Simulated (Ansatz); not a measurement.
# BClH2Zn: the cost of one run

Program: Ansatz 0.2.0. Level of theory: RHF/def2-TZVP. These are calculated values, not measurements.

## (1) Where the work starts

SMILES `[BH2][Zn][Cl]`, 5 atoms, charge 0, spin multiplicity 1.

Atoms are counted from 1 here; the program's logs count them from 0.

Bond lengths: B1–Zn2 2.037 Å, B1–H4 1.218 Å, B1–H5 1.218 Å, Zn2–Cl3 2.131 Å. Angles: Zn2–B1–H4 121.4°, Zn2–B1–H5 121.5°, H4–B1–H5 117.1°, B1–Zn2–Cl3 179.9°.

As a file:

```xyz
5
BClH2Zn
B    -0.6575    0.5706   -0.4643
Zn    0.6984   -0.6061    0.4976
Cl    2.1150   -1.8391    1.5039
H    -1.5845    0.0895   -1.0903
H    -0.5714    1.7851   -0.4469
```

This geometry comes from a loose relaxation at PBE in a small basis, which is not shown.

## (3) The grid

First coordinate, bond length B1–Zn2: 15 values from 1.830 to 2.979 Å. Second coordinate, bond length B1–H5: 15 values from 1.000 to 1.547 Å.

Nothing else is relaxed (all other coordinates rigid). Energies count from the relaxed molecule at the same level.

(The set-up runs are not shown.)

## (4) Point bond length B1–Zn2 = 2.404 Å, bond length B1–H5 = 1.352 Å

Input file input.yaml:

```yaml
crystal:
  periodic: [false, false, false]
  atoms:
    - { symbol: B, position_ang: [-0.686562, 0.596739, -0.488481] }
    - { symbol: Zn, position_ang: [0.911994, -0.79257, 0.648909] }
    - { symbol: Cl, position_ang: [2.348125, -2.040893, 1.670674] }
    - { symbol: H, position_ang: [-1.597217, 0.133145, -1.098697] }
    - { symbol: H, position_ang: [-0.598394, 1.945715, -0.468623] }
basis:
  gaussian: { orbitals: def2-TZVP }
hamiltonian:
  xc: hf
output:
  forces: true
```

On the command line:

```
$ ansatz run input.yaml --threads 1 --pin off --max-ram 2560MiB --backend cpu --events-out ev --progress --plain --runs-dir out
```

**Question.** How long does this run take on 1 thread of Intel Xeon 6975P-C (Granite Rapids), shared host, and how much memory does it need?

About 1.6 s, with a peak of 0.22 GiB.
